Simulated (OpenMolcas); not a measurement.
**SeO (Selenium monoxide): levels of theory compared**

We compute a comparison of 4 runs (ROCCSD(T)/pcseg-0, ROCCSD(T)/pcseg-1, ROCCSD(T)/aug-pcseg-1, ROCCSD(T)/pcseg-2) of SeO (Selenium monoxide). 

Program for the calculation: OpenMolcas 26.06.

### 1 The system as given

The species is SeO (2 atoms), meant as a triplet with charge 0. SMILES: `O=[Se]`. Geometry: a GFN2-xTB relaxation, a rough one for these elements and not checked as a minimum.

Bond lengths: O1–Se2 1.604 Å.

### 2 A single-point energy at ROCCSD(T)/pcseg-0 (run 1)

struct.xyz reads:

```xyz
2

O      0.000000     0.000000     0.000000
Se     0.000000     0.000000     1.604210
```

job.inp reads:

```
&GATEWAY
BasLib=$CurrDir
Coord=struct.xyz
Basis=pcseg-0
Group=NoSym
&SEWARD
&SCF
UHF
Spin=3
PrOrbitals=0
&RASSCF
FileOrb=$Project.UnaOrb
Spin=3
Nactel=2 0 0
Inactive=20
Ras2=2
OutOrbitals=Canonical
OrbListing=Nothing
&MOTRA
JobIph
Frozen=10
&CCSDT
CCT
Triples=3
Iterations=50
Extrapolation=5 4
```

The basis set pcseg-0 is read from a file made from the Basis Set Exchange's data (not shown).

Run with:

```
$ export MOLCAS_MEM=1860
$ pymolcas job.inp > job.log
```

What it wrote:

```text
--- Start Module: gateway ---
[...]
--- Stop Module: gateway /rc=_RC_ALL_IS_WELL_ ---
[...]
      Basis functions           31
[...]
       Convergence after  17 Iterations
[...]
::    Total SCF energy                              -2471.4244257425
[...]
      Total spin, S                                     1.0058446122
[...]
      Number of active orbitals                  2
[...]
      Spin quantum number                      1.0
[...]
      Active orbitals                            2
[...]
      Number of CSFs                             1
[...]
      Number of root(s) required                 1
[...]
      Convergence after 11 iterations
[...]
      printout of CI-coefficients larger than  0.05 for root  1
      energy=   -2471.415943
      conf/sym  11     Coeff  Weight
             1  uu   1.00000 1.00000
      Natural orbitals and occupation numbers for root  1
      sym 1:   1.000000   1.000000
      ************************************************************************************************************************
      *                                                    Final results                                                     *
[...]
::    RASSCF root number  1 Total energy:  -2471.41594346
[...]
      Total electronic charge=   42.000000
      Total            charge=   -0.000000
[...]
      Dipole Moment (debye):
      Origin of the operator (angstrom)=    0.0000    0.0000    1.3367
                   X= -1.7673E-13               Y= -1.3177E-13               Z=  2.5541E+00           Total=  2.5541E+00
      Quadrupole Moment (debye*angstrom):
[...]
--- Start Module: motra ---
[...]
      *** WARNING: Default frozen orbitals is overwritten by user input.
      *** Default values:  15
[...]
--- Stop Module: motra /rc=_RC_ALL_IS_WELL_ ---
--- Start Module: ccsdt ---
[...]
      Convergence after                    14  Iterations
      Total energy (diff) :   -2471.60351616      -0.00000001
[...]
 METHOD                       : CCSD+T(CCSD)+<T3(1)WT1>+<T3(1)UT2> = CCSD(T)
[...]
       CCSD     =     -2471.6035161551918
[...]
--- Stop Module: ccsdt /rc=_RC_ALL_IS_WELL_ ---
[...]
```

Run time: 2.7 s. Hardware: 1 thread of Arm Neoverse V2, shared host; peak memory 0.37 GiB.

### 3 A single-point energy at ROCCSD(T)/pcseg-1 (run 2)

struct.xyz is that of step 2.

job.input reads:

```
>>> EXPORT MOLCAS_PRINT=2

&GATEWAY
  BasLib
  $CurrDir
  Coord
  struct.xyz
  Basis
  pcseg-1
  Group
  NoSym

&SEWARD

&SCF
  UHF
  Spin
  3
  PrOrbitals
  0

&RASSCF
  FileOrb
  $Project.UnaOrb
  Spin
  3
  Nactel
  2 0 0
  Inactive
  20
  Ras2
  2
  OutOrbitals
  Canonical
  OrbListing
  Nothing

&MOTRA
  JobIph
  Frozen
  10

&CCSDT
  CCT
  Triples
  3
  Iterations
  50
  Extrapolation
  5 4
```

The basis set pcseg-1 is read from a file made from the Basis Set Exchange's data (not shown).

Run with:

```
$ export MOLCAS_MEM=1860
$ pymolcas job.input > job.log
```

What it wrote:

```text
--- Start Module: gateway ---
[...]
--- Stop Module: gateway /rc=_RC_ALL_IS_WELL_ ---
[...]
      Basis functions           41
[...]
       Convergence after  15 Iterations
[...]
::    Total SCF energy                              -2474.3079448224
[...]
      Total spin, S                                     1.0142197444
[...]
      Number of active orbitals                  2
[...]
      Spin quantum number                      1.0
[...]
      Active orbitals                            2
[...]
      Number of CSFs                             1
[...]
      Number of root(s) required                 1
[...]
      Convergence after 11 iterations
[...]
      printout of CI-coefficients larger than  0.05 for root  1
      energy=   -2474.293654
      conf/sym  11     Coeff  Weight
             1  uu   1.00000 1.00000
      Natural orbitals and occupation numbers for root  1
      sym 1:   1.000000   1.000000
      ************************************************************************************************************************
      *                                                    Final results                                                     *
[...]
::    RASSCF root number  1 Total energy:  -2474.29365386
[...]
      Total electronic charge=   42.000000
      Total            charge=   -0.000000
[...]
      Dipole Moment (debye):
      Origin of the operator (angstrom)=    0.0000    0.0000    1.3367
                   X=  1.0286E-10               Y= -1.5206E-11               Z=  3.0273E+00           Total=  3.0273E+00
      Quadrupole Moment (debye*angstrom):
[...]
--- Start Module: motra ---
[...]
      *** WARNING: Default frozen orbitals is overwritten by user input.
      *** Default values:  15
[...]
--- Stop Module: motra /rc=_RC_ALL_IS_WELL_ ---
--- Start Module: ccsdt ---
[...]
      Convergence after                    16  Iterations
      Total energy (diff) :   -2474.60562770      -0.00000003
[...]
 METHOD                       : CCSD+T(CCSD)+<T3(1)WT1>+<T3(1)UT2> = CCSD(T)
[...]
       CCSD     =     -2474.6056276985787
[...]
--- Stop Module: ccsdt /rc=_RC_ALL_IS_WELL_ ---
[...]
```

It took 3.9 s on 1 thread of Arm Neoverse V2, shared host; peak memory 0.37 GiB.

Run 3 isn't shown in full; the table further down has it.

### 4 A single-point energy at ROCCSD(T)/pcseg-2 (run 4)

struct.xyz is that of step 3.

job.inp reads:

```
* OSe CCSD(T)

&GATEWAY
 BASLIB = $CurrDir
 COORD = struct.xyz
 BASIS = pcseg-2
 GROUP = NoSym

&SEWARD

&SCF
 UHF
 SPIN = 3
 PRORBITALS = 0

&RASSCF
 FILEORB = $Project.UnaOrb
 SPIN = 3
 NACTEL = 2 0 0
 INACTIVE = 20
 RAS2 = 2
 OUTORBITALS = Canonical
 ORBLISTING = Nothing

&MOTRA
 JOBIPH
 FROZEN = 10

&CCSDT
 CCT
 TRIPLES = 3
 ITERATIONS = 50
 EXTRAPOLATION = 5 4
```

The basis set pcseg-2 is read from a file made from the Basis Set Exchange's data (not shown).

Run with:

```
$ export MOLCAS_MEM=1860
$ pymolcas job.inp > job.log
```

What it wrote:

```text
--- Start Module: gateway ---
[...]
--- Stop Module: gateway /rc=_RC_ALL_IS_WELL_ ---
[...]
      Basis functions           73
[...]
       Convergence after  18 Iterations
[...]
::    Total SCF energy                              -2474.7048690473
[...]
      Total spin, S                                     1.0186172128
[...]
      Number of active orbitals                  2
[...]
      Spin quantum number                      1.0
[...]
      Active orbitals                            2
[...]
      Number of CSFs                             1
[...]
      Number of root(s) required                 1
[...]
      Convergence after 12 iterations
[...]
      printout of CI-coefficients larger than  0.05 for root  1
      energy=   -2474.689138
      conf/sym  11     Coeff  Weight
             1  uu   1.00000 1.00000
      Natural orbitals and occupation numbers for root  1
      sym 1:   1.000000   1.000000
      ************************************************************************************************************************
      *                                                    Final results                                                     *
[...]
::    RASSCF root number  1 Total energy:  -2474.68913810
[...]
      Total electronic charge=   42.000000
      Total            charge=   -0.000000
[...]
      Dipole Moment (debye):
      Origin of the operator (angstrom)=    0.0000    0.0000    1.3367
                   X=  1.8850E-08               Y=  2.4787E-08               Z=  2.9904E+00           Total=  2.9904E+00
      Quadrupole Moment (debye*angstrom):
[...]
--- Start Module: motra ---
[...]
      *** WARNING: Default frozen orbitals is overwritten by user input.
      *** Default values:  15
[...]
--- Stop Module: motra /rc=_RC_ALL_IS_WELL_ ---
--- Start Module: ccsdt ---
[...]
      Convergence after                    12  Iterations
      Total energy (diff) :   -2475.13118177       0.00000009
[...]
 METHOD                       : CCSD+T(CCSD)+<T3(1)WT1>+<T3(1)UT2> = CCSD(T)
[...]
       CCSD     =     -2475.1311817711053
[...]
--- Stop Module: ccsdt /rc=_RC_ALL_IS_WELL_ ---
[...]
```

It took 20 s on 1 thread of Arm Neoverse V2, shared host; peak memory 0.42 GiB.

### 5 All runs side by side

```csv
run,level,energy (Eh),(T) correction (mEh),wall time
1,ROCCSD(T)/pcseg-0,-2471.609474,-5.96,2.7 s
2,ROCCSD(T)/pcseg-1,-2474.616418,-10.79,3.9 s
3,ROCCSD(T)/aug-pcseg-1,-2474.642453,-12.91,9.3 s
4,ROCCSD(T)/pcseg-2,-2475.152555,-21.37,20 s
```

### 6 Outcome

| quantity | value |
| --- | --- |
| run 4: total energy | -2475.15256 Eh |
| run 4: (T) correction | -21.37 mEh |

What this shows: Over the runs the total energy spans 96.412 eV. All runs together took 36 s, the longest 20 s.
